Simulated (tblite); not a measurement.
# C3H11FOSi2: the cost of one run

The runs use tblite 0.8.0 and PySCF 2.14.0, with density-fitted response routines of our own; the level of theory stands in each step. All values are computed, except where a source is named. Atoms count from 0, in the outputs and in this text.

### 1 The molecule as given

18 atoms, charge 0, multiplicity 1; geometry from: force field or distance geometry start.

Bonds of the start (Å): C0–C1 1.50, C1–O2 1.37, O2–Si3 1.71, Si3–F4 1.69, Si3–Si5 2.23, Si5–C6 1.86, C0–H7 1.12, C0–H8 1.12, C0–H9 1.10, C1–H10 1.13, C1–H11 1.11, Si3–H12 1.47, Si5–H13 1.49, Si5–H14 1.47, C6–H15 1.11, C6–H16 1.13, C6–H17 1.09.

### 2 Optimising the geometry with GFN2-xTB

The job: settings as JSON, then the geometry in Å.

```
{"job": {"kind": "relax", "xc": "GFN2-xTB", "basis": "xTB"}, "charge": 0, "multiplicity": 1}
C     -3.270000     0.434000     0.072500
C     -1.944900    -0.274900     0.100400
O     -1.204900    -0.100400    -1.044600
Si     0.290000    -0.922900    -0.956400
F      0.351000    -1.828200     0.474100
Si     1.863800     0.659800    -1.041500
C      3.316200     0.265400     0.056600
H     -3.809100     0.391800     1.050900
H     -3.096500     1.522700    -0.125300
H     -3.911600     0.004400    -0.704200
H     -2.105600    -1.385800     0.242600
H     -1.342200     0.106100     0.957400
H      0.427400    -1.863100    -2.075900
H      2.334000     0.676300    -2.450800
H      1.251100     1.943500    -0.665100
H      4.188400     0.036200    -0.588300
H      3.126700    -0.693500     0.620700
H      3.527500     1.034700     0.800700
```

Command:

```console
OMP_NUM_THREADS=1 python probes_run.py task.json out
```

The driver reads the jobs from task.json and runs them one after another.

**Question.** How long does this first job take on 1 thread of Arm Neoverse N1, shared host?

About 2.4 s.
